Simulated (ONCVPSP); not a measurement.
# Calcium: generating and testing an ONCV potential

Do these settings give a usable potential? It is generated, then checked for transferability, scattering, ghosts and hardness.

Program: ONCVPSP 4.0.1. Reference atom: PBE, scalar-relativistic, spherical and spin-unpolarised. All values are calculated.

### 1 Settings

Typed settings, in words:

* element: calcium (Ca, Z = 20)
* type: optimised norm-conserving Vanderbilt (ONCV)
* frozen core: [Ne] 3s2
* valence charge: 8
* reference configuration: 3p6 4s2
* partial waves: 4s: rc 2.65 bohr, ncon 3, nbas 6, qcut 2.4 1/bohr, 2 projectors, debl 0.9 Ha; 3p: rc 1.25 bohr, ncon 4, nbas 9, qcut 6.2 1/bohr, 2 projectors, debl 1.7 Ha; d scattering state at 0.25 Ha: rc 2.65 bohr, ncon 4, nbas 7, qcut 3.9 1/bohr, 1 projector
* local potential: polynomial inside 1.00 bohr (lpopt 1, dvloc0 0 Ha)
* core correction: Teter function, fcfact 2.5, rcfact 1.75

The outer shells as boxes (Hund's rule for the drawing; the calculation is spin-unpolarised):

```
[Ne] core
3s [↑↓]
3p [↑↓][↑↓][↑↓]
4s [↑↓]
```

### 2 The generation run

Contents of Ca.dat:

```
# ATOM AND REFERENCE CONFIGURATION
# atsym  z   nc   nv     iexc    psfile
  Ca 20.00    4    2        4      upf
#
#   n    l    f
    1    0    2.00
    2    0    2.00
    2    1    6.00
    3    0    2.00
    3    1    6.00
    4    0    2.00
#
# PSEUDOPOTENTIAL AND OPTIMIZATION
# lmax
    2
#
#   l,   rc,      ep,       ncon, nbas, qcut
    0    2.65    0.00    3    6    2.40
    1    1.25    0.00    4    9    6.20
    2    2.65    0.25    4    7    3.90
#
# LOCAL POTENTIAL
# lloc, lpopt,  rc(5),   dvloc0
    4    1    1.00    0.00
#
# VANDERBILT-KLEINMAN-BYLANDER PROJECTORs
# l, nproj, debl
    0    2    0.90
    1    2    1.70
    2    1    0.90
#
# MODEL CORE CHARGE
# icmod, fcfact, rcfact
    3    2.50    1.75
#
# LOG DERIVATIVE ANALYSIS
# epsh1, epsh2, depsh
   -3.00    5.00    0.02
#
# OUTPUT GRID
# rlmax, drl
    6.00    0.01
#
# TEST CONFIGURATIONS
# ncnf
    4
# nvcnf
#   n    l    f
    2
    3    1    6.00
    4    0    1.00
#
    2
    3    1    6.00
    4    0    0.00
#
    2
    3    1    6.00
    4    0    1.50
#
    3
    3    1    6.00
    4    0    0.00
    4    1    2.00
#
```

Command:

```sh
$ oncvpsp.x < Ca.dat > Ca.out
```

Q: Predict the outcome of this session. Wanted: cutoffs for 1 and 0.1 mHa per electron, occupied waves; bound ghosts; GHOST(+) flags; largest test error; largest phase difference near zero energy, channels read; rms error of d²Exc/dn², without and with the model core; projector energies reset by the program.

**Answer**, as computed:

| quantity | value |
| --- | --- |
| cutoffs for 1 and 0.1 mHa per electron, occupied waves | 14 Ha and 68 Ha |
| bound ghosts | s at -62.28 eV |
| GHOST(+) flags | none at low energy |
| largest test error (AE − PS) | +48 meV, for 3p6 4s0 |
| largest phase difference near zero energy, channels read | 0.046 rad |
| rms error of d²Exc/dn², without and with the model core | 4.85 and 1.64 mHa |
| projector energies reset by the program | d: -0.072 Ha |

**Reading.** A bound ghost (s) makes it unfit for use: electrons can fall into a state that the atom doesn't have. The worst unpolarised test, 3p6 4s0, is off by 48 meV on 18.1 eV; by total energies transferability rates as fair. It counts as soft on the atom at that tolerance, with 14 Ha needed at the looser tolerance. The tighter tolerance needs 68 Ha, and converged work needs a cutoff nearer that. At the looser tolerance the 3p wave is the slowest; 4s needs 2 Ha. That counts occupied waves only; other projectors can need more. Near zero energy the largest phase difference among the channels read is 0.05 rad, in the d channel. These are tests on the free atom; a crystal test is still owed.
